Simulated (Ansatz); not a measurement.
**B4P4 wurtzite atom sphere (B4P4H14): the relaxed shape and its frontier levels**

Aim: characterise B4P4 wurtzite atom sphere (B4P4H14) as a singlet: its structure, frontier levels and distribution of charge.

The runs use Ansatz 0.2.0, Gaussian basis; RKS PBE0-D4/def2-TZVP.

Levels to be run: relaxation at PBE-D4/def2-SVP; a single point at PBE0-D4/def2-TZVP.

2 further runs of the same task are left out: 1 that didn't finish, 1 set aside as unsound or not needed. Runs told in other sessions of the task aren't counted.

**1. The starting structure**

22 atoms, charge 0, spin multiplicity 1.

Atoms are counted from 1 here; the program's logs count them from 0.

Bond lengths: B1–P2 1.946 Å, B1–P4 1.947 Å, B1–H9 1.191 Å, B1–H10 1.191 Å, P2–B6 1.941 Å, P2–H11 1.394 Å, P2–H12 1.395 Å, B3–P4 1.946 Å, B3–P5 1.946 Å, B3–H13 1.191 Å, B3–H14 1.190 Å, P4–B7 1.945 Å, P4–H15 1.393 Å, P5–B6 1.941 Å, P5–H16 1.394 Å, P5–H17 1.394 Å, B6–P8 1.941 Å, B6–H18 1.184 Å and more. Angles: P2–B1–P4 103.8°, P2–B1–H9 108.1°, P2–B1–H10 108.1°, P4–B1–H9 111.3°, P4–B1–H10 111.1°, H9–B1–H10 113.9°, B1–P2–B6 117.3°, B1–P2–H11 114.1°, B1–P2–H12 114.1°, B6–P2–H11 106.9°, B6–P2–H12 107.0°, H11–P2–H12 95.0°, P4–B3–P5 103.9°, P4–B3–H13 111.3°, P4–B3–H14 111.2°, P5–B3–H13 107.9°, P5–B3–H14 108.1°, H13–B3–H14 113.9° and more.

The start is a GFN2-xTB geometry.

**2. Relaxation at PBE-D4/def2-SVP**

in.yaml

```yaml
crystal:
  periodic: [false, false, false]
  atoms:
    - {symbol: B, position_ang: [-1.619890, -0.928840, -1.052110]}
    - {symbol: P, position_ang: [-1.527440, -0.882470, 0.891030]}
    - {symbol: B, position_ang: [1.611230, -0.939180, -1.055750]}
    - {symbol: P, position_ang: [-0.001770, -0.004710, -1.615330]}
    - {symbol: P, position_ang: [1.533990, -0.879990, 0.887600]}
    - {symbol: B, position_ang: [0.003620, 0.005400, 1.688430]}
    - {symbol: B, position_ang: [0.002070, 1.860030, -1.061010]}
    - {symbol: P, position_ang: [0.000450, 1.771320, 0.882600]}
    - {symbol: H, position_ang: [-1.608780, -2.068980, -1.395480]}
    - {symbol: H, position_ang: [-2.594250, -0.333130, -1.389690]}
    - {symbol: H, position_ang: [-1.629850, -2.134670, 1.495370]}
    - {symbol: H, position_ang: [-2.666440, -0.358940, 1.502250]}
    - {symbol: H, position_ang: [1.586150, -2.082130, -1.388840]}
    - {symbol: H, position_ang: [2.588580, -0.356380, -1.405600]}
    - {symbol: H, position_ang: [-0.002310, -0.006890, -3.008560]}
    - {symbol: H, position_ang: [1.646170, -2.128560, 1.497750]}
    - {symbol: H, position_ang: [2.674410, -0.349250, 1.488890]}
    - {symbol: H, position_ang: [0.004860, 0.006400, 2.872840]}
    - {symbol: H, position_ang: [-0.994740, 2.412550, -1.404100]}
    - {symbol: H, position_ang: [1.000560, 2.409210, -1.403750]}
    - {symbol: H, position_ang: [-1.031140, 2.490490, 1.485140]}
    - {symbol: H, position_ang: [1.024510, 2.498720, 1.488300]}
basis:
  gaussian: {orbitals: def2-SVP}
hamiltonian: {xc: pbe, dispersion: d4}
scf: {lower_state_search: "off"}
output: {orbitals: {seedname: orbitals}}
relax: {f_tol: 0.02, max_steps: 100}
```

On the command line:

```console
> ansatz run in.yaml --threads 4 --pin off --events-out ev --progress --plain --max-ram 4787MiB
```

After this run come: Single point, PBE0-D4/def2-TZVP.

Before running them: what should the planned runs give, taken together? Wanted: point group; commonest bond, hydrogen aside; HOMO, LUMO at PBE0-D4/def2-TZVP; dipole at PBE-D4/def2-SVP.

As calculated:

```
                       quantity                          value
                    point group                            C3v
 commonest bond, hydrogen aside  B–P, 9 of mean length 1.966 Å
HOMO, LUMO at PBE0-D4/def2-TZVP                -7.46, -0.68 eV
      dipole at PBE-D4/def2-SVP                         5.08 D
```

**Reading.** The molecule keeps its bonding pattern by the stored test; the atoms moved 0.04 Å (rms). No usable vibrations, so a minimum isn't proven. The HOMO lies nearest to P4 21 %; B7 18 % and the LUMO to P5 20 %; H16, H17 about 11 % each. Whether this spin is the lowest isn't tested here.
